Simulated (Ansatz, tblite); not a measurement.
**The cluster Al4Ru: removing and adding an electron**

Aim: the energy of removing and adding an electron for the cluster Al4Ru, by energy differences, and how well orbital energies stand in for it.

Program: Ansatz 0.2.0, Gaussian basis. Level of theory: as each input shows. These are calculated values, not measurements.

Plan: charge +1 doublet, at the geometry of the singlet (PBE0-D4/def2-TZVP, PBE-D4/def2-TZVP, r2SCAN-D4/def2-TZVP); charge -1 doublet, at the geometry of the singlet (PBE0-D4/def2-TZVPD, PBE-D4/def2-TZVPD, r2SCAN-D4/def2-TZVPD); the starting singlet's energies come from earlier runs.

4 further runs of the same task are left out: 4 set aside as unsound or not needed. Runs told in other sessions of the task aren't counted.

## Step 1: The geometry

The singlet was relaxed beforehand with PBE0-D4/def2-SVP. At that level it is the lowest of the isomers that a small search found.

5 atoms, charge 0, spin multiplicity 1.

Atoms are counted from 1 here; the program's logs count them from 0.

Bond lengths: Ru1–Al2 2.282 Å, Ru1–Al3 2.390 Å, Ru1–Al4 2.282 Å, Ru1–Al5 2.390 Å. Angles: Al2–Ru1–Al3 78.5°, Al2–Ru1–Al4 80.9°, Al2–Ru1–Al5 78.5°, Al3–Ru1–Al4 78.5°, Al3–Ru1–Al5 149.7°, Al4–Ru1–Al5 78.5°.

Ru takes a core potential in the def2 sets. No spin-orbit coupling is included.

## Step 2: Charge +1 doublet at the fixed geometry, PBE0-D4/def2-TZVP

The input, in.yaml:

```yaml
crystal:
  periodic: [false, false, false]
  atoms:
    - {symbol: Ru, position_ang: [-0.406083, 0.800041, -0.294914]}
    - {symbol: Al, position_ang: [1.621011, -0.246195, -0.363522]}
    - {symbol: Al, position_ang: [0.461853, 1.302779, 1.874059]}
    - {symbol: Al, position_ang: [-0.939877, -1.095720, 0.858169]}
    - {symbol: Al, position_ang: [-0.736903, -0.760905, -2.073782]}
basis:
  gaussian: {orbitals: def2-TZVP}
total_charge: 1
magnetization: {spin_polarized: true, initial_magnetization: 1}
hamiltonian: {xc: pbe0, dispersion: d4}
scf: {omitted_lower_state_checks: [starts]}
output: {orbitals: {seedname: orbitals}}
```

Run with:

```console
ansatz run in.yaml --threads 4 --pin off --events-out ev --progress --plain --max-ram 4787MiB
```

What it wrote:

```text
Functional definition: PBE0
  name "PBE0"
  cite "Adamo & Barone, J. Chem. Phys. 110, 6158 (1999) doi:10.1063/1.478522"
  cite "Perdew, Burke & Ernzerhof, Phys. Rev. Lett. 77, 3865 (1996) doi:10.1103/PhysRevLett.77.3865"
  parent pbe
  parameter a = 0.25
  parameter kappa = 0.804
  parameter beta = 0.06672455060314922
  exchange = (1 - a)*pbe_x(kappa = kappa, mu = beta*pi^2/3) + a*exact_x
  correlation = pbe_c(beta = beta)
these checks for a lower state are left out or cut short: starts
1494 factors; their error is unknown
mean field evaluation 1: about -28881.6280 eV, gradient 1.2e2 eV
mean field evaluation 2: about -28451.3658 eV, gradient 2.2e2 eV
mean field evaluation 4: about -28894.7133 eV, gradient 1.1e2 eV
mean field evaluation 8: about -28952.4071 eV, gradient 4.5e0 eV
mean field evaluation 16: about -28952.6018 eV, gradient 7.5e-2 eV
mean field evaluation 32: about -28952.6019 eV, gradient 9.0e-5 eV
mean field -28952.60189204 eV, -1063.9884947541 hartree, gradient 2.7e-5 eV, S^2 0.792706; 0 other end points of the search recorded, 0 dependent functions left out
reference -28952.60192077 eV, -1063.9884958100 hartree; 34, 33 occupied and 154, 155 virtual orbitals, 1494 factors
Total energy: -28952.84162904 eV, -1063.9973049262 hartree
Checks for a lower state left out: starts
```

Run time: 11 s. Hardware: 4 threads of Arm Neoverse V1, shared host; peak memory 0.81 GiB.

Report: HOMO -9.62 eV, LUMO -7.88 eV (over both spins); ⟨S²⟩ 0.793 (pure: 0.75).

## Step 3: Charge +1 doublet at the fixed geometry, PBE-D4/def2-TZVP

start.molden holds the orbitals of an earlier run on this state, given as this run's starting guess.

Edit in.yaml of step 2 so:

```diff
@@ -9,6 +9,6 @@
 basis:
-  gaussian: {orbitals: def2-TZVP}
+  gaussian: {orbitals: def2-TZVP, initial_orbitals: start.molden}
 total_charge: 1
 magnetization: {spin_polarized: true, initial_magnetization: 1}
-hamiltonian: {xc: pbe0, dispersion: d4}
+hamiltonian: {xc: pbe, dispersion: d4}
 scf: {omitted_lower_state_checks: [starts]}
```

The command is unchanged.

What it wrote:

```text
Functional definition: PBE
  name "PBE"
  cite "Perdew, Burke & Ernzerhof, Phys. Rev. Lett. 77, 3865 (1996) doi:10.1103/PhysRevLett.77.3865"
  parent pbe
  parameter kappa = 0.804
  parameter beta = 0.06672455060314922
  exchange = pbe_x(kappa = kappa, mu = beta*pi^2/3)
  correlation = pbe_c(beta = beta)
these checks for a lower state are left out or cut short: starts
1390 factors; their error is unknown
mean field evaluation 1: about -28952.2729 eV, gradient 8.8e0 eV
mean field evaluation 2: about -28952.3991 eV, gradient 2.3e-1 eV
mean field evaluation 4: about -28952.3909 eV, gradient 4.4e-2 eV
mean field evaluation 8: about -28952.3909 eV, gradient 2.5e-5 eV
mean field -28952.39092264 eV, -1063.9807417714 hartree, gradient 2.5e-5 eV, S^2 0.762747; 0 other end points of the search recorded, 0 dependent functions left out
reference -28952.39096050 eV, -1063.9807431629 hartree; 34, 33 occupied and 154, 155 virtual orbitals, 1390 factors
Total energy: -28952.67124259 eV, -1063.9910433399 hartree
Checks for a lower state left out: starts
```

Run time: 4.7 s. Hardware: 4 threads of Arm Neoverse V1, shared host.

Report: HOMO -9.07 eV, LUMO -8.67 eV (over both spins); ⟨S²⟩ 0.763 (pure: 0.75).

## Step 4: Charge +1 doublet at the fixed geometry, r2SCAN-D4/def2-TZVP

Edit in.yaml of step 3 so:

```diff
@@ -12,3 +12,3 @@
 magnetization: {spin_polarized: true, initial_magnetization: 1}
-hamiltonian: {xc: pbe, dispersion: d4}
+hamiltonian: {xc: r2scan, dispersion: d4}
 scf: {omitted_lower_state_checks: [starts]}
```

The command is unchanged.

What it wrote:

```text
Functional definition: r2SCAN
  name "r2SCAN"
  cite "Furness, Kaplan, Ning, Perdew & Sun, J. Phys. Chem. Lett. 11, 8208 (2020) doi:10.1021/acs.jpclett.0c02405"
  cite "Furness, Kaplan, Ning, Perdew & Sun, J. Phys. Chem. Lett. 11, 9248 (2020) doi:10.1021/acs.jpclett.0c03077"
  parent r2scan
  parameter k0 = 0.174
  parameter k1 = 0.065
  parameter a1 = 4.9479
  exchange = r2scan_x(k0 = k0, k1 = k1, a1 = a1)
  correlation = r2scan_c
these checks for a lower state are left out or cut short: starts
1390 factors; their error is unknown
mean field evaluation 1: about -28963.5761 eV, gradient 5.6e0 eV
mean field evaluation 2: about -28963.6548 eV, gradient 1.5e-1 eV
mean field evaluation 4: about -28963.6409 eV, gradient 1.1e-2 eV
mean field evaluation 8: about -28963.6409 eV, gradient 2.3e-5 eV
mean field -28963.64088914 eV, -1064.3941704149 hartree, gradient 9.6e-6 eV, S^2 0.809006; 0 other end points of the search recorded, 0 dependent functions left out
reference -28963.64090844 eV, -1064.3941711241 hartree; 34, 33 occupied and 154, 155 virtual orbitals, 1390 factors
Total energy: -28963.68997997 eV, -1064.3959744698 hartree
Checks for a lower state left out: starts
```

Run time: 15 s. Hardware: 4 threads of Arm Neoverse V1, shared host.

HOMO -9.13 eV, LUMO -8.55 eV (over both spins); ⟨S²⟩ 0.809 (pure: 0.75).

## Step 5: Vertical ionisation energy

Charged state less starting state, singlet to doublet; the starting state's energies are those of its earlier runs.

```tsv
level	vertical ionisation energy (eV)	time
PBE-D4/def2-TZVP	+6.64	7.1 s
r2SCAN-D4/def2-TZVP	+6.64	21 s
PBE0-D4/def2-TZVP	+6.52	14 s
```

Times add the two runs; a level without a time comes out of a correlated run.

Beside −ε(HOMO) of the starting state:

```tsv
level	−ε(HOMO) (eV)	by difference (eV)	mismatch (eV)
PBE-D4/def2-TZVP	4.60	6.64	-2.03
r2SCAN-D4/def2-TZVP	4.74	6.64	-1.91
PBE0-D4/def2-TZVP	5.14	6.52	-1.38
```

## Step 6: Charge -1 doublet at the fixed geometry, PBE0-D4/def2-TZVPD

Edit in.yaml of step 4 so:

```diff
@@ -9,6 +9,6 @@
 basis:
-  gaussian: {orbitals: def2-TZVP, initial_orbitals: start.molden}
-total_charge: 1
+  gaussian: {orbitals: def2-TZVPD}
+total_charge: -1
 magnetization: {spin_polarized: true, initial_magnetization: 1}
-hamiltonian: {xc: r2scan, dispersion: d4}
+hamiltonian: {xc: pbe0, dispersion: d4}
 scf: {omitted_lower_state_checks: [starts]}
```

The command is unchanged.

What it wrote (excerpt; [...] marks lines left out):

```text
Functional definition: PBE0
  name "PBE0"
  cite "Adamo & Barone, J. Chem. Phys. 110, 6158 (1999) doi:10.1063/1.478522"
  cite "Perdew, Burke & Ernzerhof, Phys. Rev. Lett. 77, 3865 (1996) doi:10.1103/PhysRevLett.77.3865"
  parent pbe
[...]
1554 factors; their error is unknown
[...]
mean field -28960.42653942 eV, -1064.2760452415 hartree, gradient 7.5e-6 eV, S^2 0.774225; 0 other end points of the search recorded, 0 dependent functions left out
reference -28960.42656861 eV, -1064.2760463144 hartree; 35, 34 occupied and 177, 178 virtual orbitals, 1554 factors
Total energy: -28960.68948711 eV, -1064.2857083908 hartree
Checks for a lower state left out: starts
```

Run time: 29 s. Hardware: 4 threads of Arm Neoverse V1, shared host; peak memory 1.3 GiB.

HOMO -0.12 eV, LUMO 1.21 eV (over both spins); ⟨S²⟩ 0.774 (pure: 0.75).

## Step 7: Charge -1 doublet at the fixed geometry, PBE-D4/def2-TZVPD

Edit in.yaml of step 6 so:

```diff
@@ -9,6 +9,6 @@
 basis:
-  gaussian: {orbitals: def2-TZVPD}
+  gaussian: {orbitals: def2-TZVPD, initial_orbitals: start.molden}
 total_charge: -1
 magnetization: {spin_polarized: true, initial_magnetization: 1}
-hamiltonian: {xc: pbe0, dispersion: d4}
+hamiltonian: {xc: pbe, dispersion: d4}
 scf: {omitted_lower_state_checks: [starts]}
```

The command is unchanged.

What it wrote:

```text
Functional definition: PBE
  name "PBE"
  cite "Perdew, Burke & Ernzerhof, Phys. Rev. Lett. 77, 3865 (1996) doi:10.1103/PhysRevLett.77.3865"
  parent pbe
  parameter kappa = 0.804
  parameter beta = 0.06672455060314922
  exchange = pbe_x(kappa = kappa, mu = beta*pi^2/3)
  correlation = pbe_c(beta = beta)
these checks for a lower state are left out or cut short: starts
1410 factors; their error is unknown
mean field evaluation 1: about -28960.1599 eV, gradient 8.8e0 eV
mean field evaluation 2: about -28960.2893 eV, gradient 2.4e-1 eV
mean field evaluation 4: about -28960.2909 eV, gradient 2.9e-2 eV
mean field evaluation 8: about -28960.2909 eV, gradient 8.1e-5 eV
mean field -28960.29090220 eV, -1064.2710606655 hartree, gradient 7.8e-6 eV, S^2 0.759762; 0 other end points of the search recorded, 0 dependent functions left out
reference -28960.29094060 eV, -1064.2710620767 hartree; 35, 34 occupied and 177, 178 virtual orbitals, 1410 factors
Total energy: -28960.59826167 eV, -1064.2823559179 hartree
Checks for a lower state left out: starts
```

Run time: 14 s. Hardware: 4 threads of Arm Neoverse V1, shared host; peak memory 0.72 GiB.

HOMO 0.52 eV, LUMO 0.73 eV (over both spins); ⟨S²⟩ 0.760 (pure: 0.75). Doubts: highest occupied level lies above zero.

## Step 8: Charge -1 doublet at the fixed geometry, r2SCAN-D4/def2-TZVPD

Edit in.yaml of step 7 so:

```diff
@@ -12,3 +12,3 @@
 magnetization: {spin_polarized: true, initial_magnetization: 1}
-hamiltonian: {xc: pbe, dispersion: d4}
+hamiltonian: {xc: r2scan, dispersion: d4}
 scf: {omitted_lower_state_checks: [starts]}
```

Launched as before.

What it wrote (excerpt; [...] marks lines left out):

```text
Functional definition: r2SCAN
  name "r2SCAN"
  cite "Furness, Kaplan, Ning, Perdew & Sun, J. Phys. Chem. Lett. 11, 8208 (2020) doi:10.1021/acs.jpclett.0c02405"
  cite "Furness, Kaplan, Ning, Perdew & Sun, J. Phys. Chem. Lett. 11, 9248 (2020) doi:10.1021/acs.jpclett.0c03077"
  parent r2scan
[...]
1410 factors; their error is unknown
[...]
mean field -28971.66185919 eV, -1064.6889356273 hartree, gradient 7.5e-6 eV, S^2 0.789839; 0 other end points of the search recorded, 0 dependent functions left out
reference -28971.66189222 eV, -1064.6889368415 hartree; 35, 34 occupied and 177, 178 virtual orbitals, 1410 factors
Total energy: -28971.71577065 eV, -1064.6909168372 hartree
Checks for a lower state left out: starts
```

Run time: 38 s. Hardware: 4 threads of Arm Neoverse V1, shared host; peak memory 0.82 GiB.

From the report: HOMO 0.30 eV, LUMO 0.71 eV (over both spins); ⟨S²⟩ 0.790 (pure: 0.75). Doubts: highest occupied level lies above zero.

## Step 9: Vertical electron affinity

Starting state less charged state (positive: the electron is bound), singlet to doublet; the starting state's energies are those of its earlier runs.

```tsv
level	vertical electron affinity (eV)	time
PBE-D4/def2-TZVPD	+1.27	16 s
r2SCAN-D4/def2-TZVPD	+1.36	44 s
PBE0-D4/def2-TZVPD	+1.31	33 s
```

Times add the two runs; a level without a time comes out of a correlated run.

Beside −ε(LUMO) of the starting state:

```tsv
level	−ε(LUMO) (eV)	by difference (eV)	mismatch (eV)
PBE-D4/def2-TZVPD	3.10	1.27	+1.82
r2SCAN-D4/def2-TZVPD	3.06	1.36	+1.70
PBE0-D4/def2-TZVPD	2.49	1.31	+1.18
```

## Step 10: Summary of results

| quantity | value |
| --- | --- |
| vertical ionisation energy, functionals in def2-TZVP | 6.52 (PBE0-D4) to 6.64 eV (r2SCAN-D4) |
| vertical electron affinity, functionals in def2-TZVPD | 1.27 (PBE-D4) to 1.36 eV (r2SCAN-D4) |

The vertical ionisation energy spans 6.52 to 6.64 eV over the functionals. −ε(HOMO) misses the level's own difference by -1.38 eV at best (PBE0-D4) and -2.03 eV at worst (PBE-D4). The vertical electron affinity spans 1.27 to 1.36 eV over the functionals. The anion's highest level lies above zero where self-interaction lifts it, so diffuse functions weigh on these values. −ε(LUMO) misses the level's own difference by +1.18 eV at best (PBE0-D4) and +1.82 eV at worst (PBE-D4). The charged states' spins were chosen beforehand and needn't be their lowest.

The anion's highest level is positive in at least one run, so there the basis alone may hold the extra electron.
